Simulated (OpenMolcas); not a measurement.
**V³⁺ among point charges: CASSCF and CASPT2 levels and susceptibility**

How does a field of 3 point charges split the states of V³⁺, and what χT follows?

The numbers are computed with OpenMolcas 26.06 (state-averaged CASSCF and CASPT2, spin-orbit coupling by RASSI with atomic mean-field integrals), except any that are marked as measured or tabulated.

**1. Starting point**

- Species: V³⁺ (vanadium, Z = 23, 20 electrons)
- Basis: ANO-RCC-VDZP [5s4p2d1f], 34 functions
- Scalar Hamiltonian: DKH2, point nucleus
- Inactive shells: 1s 2s 2p 3s 3p
- Active space: 2 electrons in 5 orbitals (3d)
- Some configurations of this space: 3d2
- Orbitals: optimised for each spin and parity, averaged over all roots

The outer shells:

3d2
```
3d [↑ ][↑ ][  ][  ][  ]
```

The ion sits among 3 point charges of -1 e arranged as a planar triangle (D3h), 1.9 Å from the ion.

Each step is its own input file, run in one work folder so that later steps find the files of earlier ones. Labels, J, g values, rates, χT and fits are worked out afterwards by a script from the matrices that RASSI stores.

**2. GATEWAY and SEWARD: basis and integrals**

a.inp reads:

```
&GATEWAY
Coord
1

V 0.0 0.0 0.0
Basis=ANO-RCC-VDZP
Group=NoSym
NoMove
AngMom=0.0 0.0 0.0
AMFI
XField
3 Angstrom 0
1.900000 0.000000 0.000000 -1.000000
-0.950000 1.645448 0.000000 -1.000000
-0.950000 -1.645448 0.000000 -1.000000
&SEWARD
```

The run is started by

```
$ OMP_NUM_THREADS=1 MOLCAS_MEM=1689 MOLCAS_PROJECT=a pymolcas a.inp > a.log
```

**3. Reference wave functions, triplets, 10 roots**

a.inp reads:

```
&RASSCF
FileOrb=start.orb
Symmetry=1
Spin=3
nActEl=2 0 0
Inactive=9
Ras2=5
CIRoot=10 10 1
SDav=10
CIMx=300
Iter=120 100
PrWF=0.3
OrbListing=Nothing
MaxOrb=0
>>> COPY $Project.JobIph JOB001
```

start.orb holds the contracted functions of the basis, ordered by shell, or the orbitals of the step before.

**4. Reference wave functions, singlets, 15 roots**

a.inp reads:

```
&RASSCF
FileOrb=start.orb
Symmetry=1
Spin=1
nActEl=2 0 0
Inactive=9
Ras2=5
CIRoot=15 15 1
SDav=15
CIMx=300
Iter=120 100
PrWF=0.3
OrbListing=Nothing
MaxOrb=0
>>> COPY $Project.JobIph JOB002
```

**5. RASSI: spin-orbit coupling between the states**

a.inp reads:

```
&RASSI
NrOfJobIphs=2 10 15
1 2 3 4 5 6 7 8 9 10
1 2 3 4 5 6 7 8 9 10 11 12 13 14 15
IphNames
JOB001
JOB002
EJob
SpinOrbit
DIPRint=1.0
SOCoupling=1000.0
Subsets=2
Property=9
'ANGMOM' 1 'ANGMOM' 2 'ANGMOM' 3 'MLTPL  1' 1 'MLTPL  1' 2 'MLTPL  1' 3
'AMFI' 1 'AMFI' 2 'AMFI' 3
SOProperty=3
'ANGMOM' 1 'ANGMOM' 2 'ANGMOM' 3
```

**6. CASPT2: IPEA 0.25, imaginary shift 0.1 (closed shells correlated: 3s 3p)**

a.inp reads:

```
>>> COPY JOB001 $Project.JobIph
&CASPT2
Multistate=10 1 2 3 4 5 6 7 8 9 10
NoMult
Frozen=5
IPEA=0.25
Imaginary=0.1
MaxIter=60
WThr=0.0 0.3 0.05
PrWF=0.5
NoMix
>>> COPY JOB002 $Project.JobIph
&CASPT2
Multistate=15 1 2 3 4 5 6 7 8 9 10 11 12 13 14 15
NoMult
Frozen=5
IPEA=0.25
Imaginary=0.1
MaxIter=60
WThr=0.0 0.3 0.05
PrWF=0.5
NoMix
```

(Steps that only read results are left out.)

**Question.** What will these runs give? Wanted: spin-free ground state; first state of the same spin within the active space; lowest level; next level.

The runs gave:

```
                                            quantity                                                                        value
                                              method  SS-CASPT2, IPEA 0.25, imaginary shift 0.1 (closed shells correlated: 3s 3p)
                              spin-free ground state                                              3A2, 1-fold in its orbital part
first state of the same spin within the active space                                                               3E at 521 cm⁻¹
                                        lowest level                                                                    1-fold A1
                                          next level                                                                   106.2 cm⁻¹
                                         χT at 300 K                                                               0.84 cm³ K/mol
                           effective moment at 300 K                                                                      2.59 μB
```

Cost by method:

```tsv
method	time of its own steps	time with the reference
A. CASSCF	4.3 s	4.3 s
B. SS-CASPT2, IPEA 0.25, imaginary shift 0.1, +3s 3p	1.8 s	6 s
```

Times are of one thread on a shared host.

**Reading.** The spin-free ground state (3A2) comes to 97 % from free-ion F terms and keeps the highest spin of the shell. χT at 300 K is 0.84, against 1.00 cm³ K/mol for the spin alone, so spin-orbit coupling lowers it. CASPT2 does not keep the components of a term degenerate, and the means are used. The field of point charges can differ much from that of real complexes. This is an electrostatic model: the charges have no orbitals.
